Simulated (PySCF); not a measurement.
# CH5GaO2: the cost of one run

Computed with PySCF 2.14.0; each step states its level. No surroundings beyond the atoms listed, unless a continuum is named. Atoms count from 0, parts from 1.

### Step 1. Starting point

Each species was relaxed by itself at PBE0-D3(BJ)/def2-SVPD.

### Step 2. Energies of the species: wB97M-D3(BJ)/def2-TZVPD

Job settings and geometry (Å):

```
{"job": {"kind": "react", "xc": "wB97M-D3(BJ)", "basis": "def2-TZVPD"}, "charge": 0, "multiplicity": 1}
-1 GaH3O2S charge 0 multiplicity 1
O      1.757880     0.657410    -0.818510
Ga     0.220050     0.025290    -0.186090
O     -0.321240     0.706360     1.375650
S     -0.833290    -1.500430    -1.358350
H      2.172420     1.321200    -0.259430
H     -1.157330     0.390920     1.726680
H     -1.851900    -1.594180    -0.473980

-1 CH4 charge 0 multiplicity 1
C      0.001940     0.000910     0.001520
H     -0.091450    -0.145530     1.084670
H     -0.293080     1.025690    -0.255720
H     -0.650400    -0.709510    -0.521100
H      1.042700    -0.167030    -0.301780

+1 CH5GaO2 charge 0 multiplicity 1
C      0.715470     1.282340     0.052050
Ga    -0.330030    -0.352390    -0.048960
O     -2.073160    -0.337930    -0.453710
O      0.236660    -2.036600     0.232910
H      1.049620     1.458750     1.084520
H      0.108860     2.137450    -0.273060
H      1.608000     1.213470    -0.585450
H     -2.477740    -1.210090    -0.462990
H      1.162910    -2.154820     0.454860

+1 H2S charge 0 multiplicity 1
S     -0.011370     0.615380     0.008330
H     -0.979240    -0.325490    -0.012040
H      0.970470    -0.311070    -0.002470
```

Method: wB97M-D3(BJ)/def2-TZVPD reaction energy of separated species, gas phase.

On the command line:

```console
$ OMP_NUM_THREADS=1 python cluster_run.py task.json out
```

One launch serves the whole session: the jobs run in the order shown.

**Question.** How long does this first job take on 1 thread of Arm Neoverse N1, shared host, and how much memory does it need?

About 68 s, with a peak of 0.77 GiB.
